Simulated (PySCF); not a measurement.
**[La4O4]4+: other functionals and bases at one geometry**

One table from this session's results is given with a row withheld; the runs are named, their logs left out.

Computed with PySCF 2.14.0. Level: several levels, as the steps say, no spin–orbit coupling.

2 further runs of the same task are left out: 2 for a known fault of the program.

## Starting geometry

8 atoms, charge 4, spin multiplicity 1.

Bond lengths: La1–La2 3.632 Å, La1–La3 3.632 Å, La1–La4 3.632 Å, La1–O5 2.307 Å, La1–O6 2.307 Å, La1–O7 2.307 Å, La2–La3 3.632 Å, La2–La4 3.632 Å, La2–O5 2.307 Å, La2–O6 2.307 Å, La2–O8 2.307 Å, La3–La4 3.632 Å, La3–O5 2.307 Å, La3–O7 2.307 Å, La3–O8 2.307 Å, La4–O6 2.307 Å, La4–O7 2.307 Å, La4–O8 2.307 Å. Angles: La2–La1–La3 60.0°, La2–La1–La4 60.0°, La2–La1–O5 38.1°, La2–La1–O6 38.1°, La2–La1–O7 79.4°, La3–La1–La4 60.0°, La3–La1–O5 38.1°, La3–La1–O6 79.4°, La3–La1–O7 38.1°, La4–La1–O5 79.4°, La4–La1–O6 38.1°, La4–La1–O7 38.1°, O5–La1–O6 74.2°, O5–La1–O7 74.2°, O6–La1–O7 74.2°, La1–La2–La3 60.0°, La1–La2–La4 60.0°, La1–La2–O5 38.1° and more.

Coordinates:

```xyz
8
charge 4, multiplicity 1
La    1.2840    1.2840    1.2840
La    1.2840   -1.2840   -1.2840
La   -1.2840    1.2840   -1.2840
La   -1.2840   -1.2840    1.2840
O     0.9835    0.9835   -0.9835
O     0.9835   -0.9835    0.9835
O    -0.9835    0.9835    0.9835
O    -0.9835   -0.9835   -0.9835
```

The 4f shell is empty and lies in the core potential. An earlier session relaxed this geometry at PBE0, La lcecp-1-SVP with ECP46, O def2-SVP (singlet, point group Td).

At PBE0 on the finer grid: E = -425.758310 Eh, HOMO -23.15 eV, LUMO -16.38 eV, Mulliken charge on La1 +1.78 e, largest force component 0.003 eV/Å. The large-core potential holds the 4f shell empty.

Levels to run: r2SCAN; HF; revPBE; wB97X; PBE0, TZVP. Hardware: 4 threads of AMD EPYC 9R45 (Zen 5), shared host.

The first run:

run.py (the lines that set the calculation) reads:

```python
mol = gto.M(atom='''
La     1.28396     1.28396     1.28396
La     1.28396    -1.28396    -1.28396
La    -1.28396     1.28396    -1.28396
La    -1.28396    -1.28396     1.28396
O      0.98349     0.98349    -0.98349
O      0.98349    -0.98349     0.98349
O     -0.98349     0.98349     0.98349
O     -0.98349    -0.98349    -0.98349''',
    basis={'La': 'lcecp-1-SVP', 'O': 'def2-SVP'},
    ecp={'La': 'lcecp-1-SVP'},
    charge=4, spin=0)
mf = dft.RKS(mol, xc='R2SCAN')
mf.grids.atom_grid = (75, 302)  # f atoms: unpruned, at least (60, 302)
mf = mf.density_fit()  # fitting sets: La AutoAux, O def2-universal-JKFIT
mf.conv_tol = 1e-08; mf.max_cycle = 55
mf.kernel(dm0)  # dm0: the density of the relaxed state
```

Command:

```console
$ OMP_NUM_THREADS=4 python run.py
```

Steps of the session up to this table: r2SCAN; HF; revPBE; wB97X; PBE0, TZVP.

One table of the session follows, with a row left open; its other results are not shown here.

```
              level  HOMO (eV)  gap (eV)  charge on La1 (e)  largest force component (eV/Å)
PBE0 (relaxed here)     -23.15      6.77               1.78                            0.00
             r2SCAN     -21.99      5.06               1.77                            0.19
                 HF     -26.34     13.67               2.07                            0.47
             revPBE     -21.78      4.55               1.68                            0.38
              wB97X     -25.24     11.14               1.81                            0.19
         PBE0, TZVP          ?         ?                  ?                               ?
```

Q: Estimate the row for PBE0, TZVP from the others.

**Answer.** HOMO (eV): -23.07; gap (eV): 6.79; charge on La1 (e): 1.96; largest force component (eV/Å): 0.20. In the column «HOMO (eV)» it lies between PBE0 (relaxed here) (-23.15) and r2SCAN (-21.99).

In one basis the HOMO–LUMO gap runs from 4.55 eV (revPBE) to 13.67 eV (HF). The largest leftover force, 0.47 eV/Å with HF, stands at a geometry relaxed at another level. With 4f in the core, its levels are missing from HOMO and gap, and its count is fixed, so no charge can pass from the ligands into it. Total energies of different levels can't be compared.
